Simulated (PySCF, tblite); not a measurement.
# C₆H₁₃FN₂Si: geometry, infrared bands and NMR shifts

Wanted: the infrared bands and NMR shifts of C₆H₁₃FN₂Si (`C=C(F)[Si@@H]1NC[C@@H]1N(C)C`), by calculation.

The runs use tblite 0.8.0 and PySCF 2.14.0, with density-fitted response routines of our own; the level of theory stands in each step. All values are computed, except where a source is named. Atoms are numbered from 0 throughout.

**1. The molecule as given**

23 atoms, charge 0, multiplicity 1; geometry from: force field or distance geometry start.

Bonds of the start (Å): C0–C1 1.34, C1–F2 1.37, C1–Si3 1.82, Si3–N4 1.69, N4–C5 1.48, C5–C6 1.58, C6–N7 1.49, N7–C8 1.47, N7–C9 1.47, C6–Si3 1.91, C0–H10 1.09, C0–H11 1.08, Si3–H12 1.49, N4–H13 1.02, C5–H14 1.09, C5–H15 1.11, C6–H16 1.10, C8–H17 1.09, C8–H18 1.10, C8–H19 1.09, C9–H20 1.09, C9–H21 1.10, C9–H22 1.10.

**2. Geometry optimisation with GFN2-xTB**

What the job is given:

```
{"job": {"kind": "relax", "xc": "GFN2-xTB", "basis": "xTB"}, "charge": 0, "multiplicity": 1}
C      2.543700     0.222100     1.056700
C      2.167200    -1.050900     0.900300
F      2.988700    -1.986900     1.482700
Si     0.712900    -1.676600     0.004000
N      0.888300    -1.542600    -1.669800
C      0.183700    -0.239600    -1.764000
C     -0.693900    -0.476700    -0.467800
N     -0.881000     0.823400     0.244900
C     -1.796300     1.660200    -0.539400
C     -1.488000     0.570800     1.564300
H      1.959300     1.047400     0.641900
H      3.429400     0.469300     1.616300
H      0.271900    -3.056800     0.364800
H      1.877900    -1.495000    -1.931300
H     -0.401800    -0.111900    -2.679600
H      0.868100     0.626700    -1.707700
H     -1.619700    -1.032300    -0.658800
H     -1.369600     1.915300    -1.512700
H     -1.978600     2.616800    -0.017700
H     -2.764800     1.181200    -0.706300
H     -2.442200     0.044400     1.495400
H     -1.656900     1.521600     2.085500
H     -0.803200    -0.003000     2.208400
```

Run with:

```bash
OMP_NUM_THREADS=1 python probes_run.py task.json out
```

One launch serves the whole session: the jobs run in the order shown.

**Question.** This job is followed by: GFN2-xTB harmonic vibrations, gas phase; GIAO PBE0/pcSseg-1 NMR shielding, non-relativistic, gas phase. What will the session give for the following? strongest single infrared mode (GFN2-xTB); zero-point energy (GFN2-xTB); ¹³C shifts against TMS (PBE0/pcSseg-1, means over atoms taken as alike); ¹H shifts against TMS (PBE0/pcSseg-1, means over atoms taken as alike); ¹⁹F shifts against CFCl3 (PBE0/pcSseg-1); ²⁹Si shifts against TMS (PBE0/pcSseg-1); ¹⁵N shifts against NH3 (PBE0/pcSseg-1).

The runs gave:

| quantity | value |
| --- | --- |
| strongest single infrared mode (GFN2-xTB) | 2254 cm⁻¹, 349 km/mol |
| zero-point energy (GFN2-xTB) | 114.9 kcal/mol |
| ¹³C shifts against TMS (PBE0/pcSseg-1, means over atoms taken as alike) | 182.2, 116.8, 63.1, 55.8, 47.5 ppm |
| ¹H shifts against TMS (PBE0/pcSseg-1, means over atoms taken as alike) | 6.05, 5.87, 5.52, 4.00, 3.75, 2.56, 2.10, 0.34 ppm |
| ¹⁹F shifts against CFCl3 (PBE0/pcSseg-1) | -99.8 ppm |
| ²⁹Si shifts against TMS (PBE0/pcSseg-1) | -16.8 ppm |
| ¹⁵N shifts against NH3 (PBE0/pcSseg-1) | 51.3, 31.3 ppm |

What this shows: Relaxing lowered the energy by 0.680 eV in 89 steps; the close pair that moved most is C1–Si3, from 1.819 to 1.898 Å. All 63 modes are real, so the xTB geometry is a minimum. The strongest single mode, at 2254 cm⁻¹, moves mainly H12. Unscaled tight-binding wavenumbers are off by several per cent, some by more. Its intensities can rank the bands wrongly. At PBE0/pcSseg-1: The widest tensor belongs to F2: span 226 ppm, with a paramagnetic part of -202 ppm.
